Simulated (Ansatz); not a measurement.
Predict the output of the script below (Ansatz 0.2.0 through its Python package).

`relaxed_scan.py`
```python
# -*- coding: utf-8 -*-
'''Relaxed scan of one distance in BBrH3(-).'''

import warnings

import ansatz
import numpy as np

params = {
    'basis_set': 'def2-SVP',
    'functional': 'pbe',
    'dispersion': 'd4',
    'net_charge': -1,
}

warnings.simplefilter('ignore', ansatz.DeckWarning)

system = (
    ansatz.Crystal.molecule()
    .atom('B', (-0.1635, -0.005, -0.0057))
    .atom('Br', (1.8436, 0.0568, 0.0643))
    .atom('H', (-0.5085, -0.8866, -0.7286))
    .atom('H', (-0.5931, -0.1975, 1.0884))
    .atom('H', (-0.5785, 1.0323, -0.4184))
)

calculation = system.calculation()
calculation = calculation.basis(gaussian=params['basis_set'])
calculation = calculation.functional(params['functional'], dispersion=params['dispersion'])
calculation = calculation.charge(params['net_charge'])
symbols = [site.symbol for site in system.cartesian_sites]
pairs = [(0, 1), (0, 2), (0, 3), (0, 4)]
print('held (A)   E (eV)        ', '  '.join(f'{symbols[i]}{i}-{symbols[j]}{j}' for i, j in pairs))
for length in [1.1, 1.19, 1.29, 1.43, 1.61]:
    report = calculation.relax(constraints=[ansatz.DistanceConstraint((0, 2), at=length)], force_tolerance=0.02, max_steps=60).run(threads=1, pin='off').report
    xyz = np.array(report['positions_ang'])
    print(f'{length:6.2f} {report["free_energy_ev"]:14.5f}  ', '  '.join(f'{np.linalg.norm(xyz[i] - xyz[j]):.3f}' for i, j in pairs))
```

Output of `python relaxed_scan.py`:
```text
held (A)   E (eV)         B0-Br1  B0-H2  B0-H3  B0-H4
  1.10   -70752.15674   2.150  1.100  1.242  1.242
  1.19   -70752.36788   2.143  1.190  1.241  1.241
  1.29   -70752.37270   2.133  1.290  1.240  1.240
  1.43   -70752.15301   2.118  1.430  1.237  1.237
  1.61   -70751.70672   2.096  1.610  1.233  1.233
```

Reading the output:
- Total energies depend on the basis set; only differences at equal settings carry meaning.
- The energies are electronic: no zero-point or thermal terms, and the basis set is short of its limit.
- Anions want diffuse functions, which this basis lacks.
- The script silences the warnings on its input, which a real study should read.
- Hardware and time: 32 s on 1 thread of Arm Neoverse V1, on a shared host, peak memory 0.18 GiB.
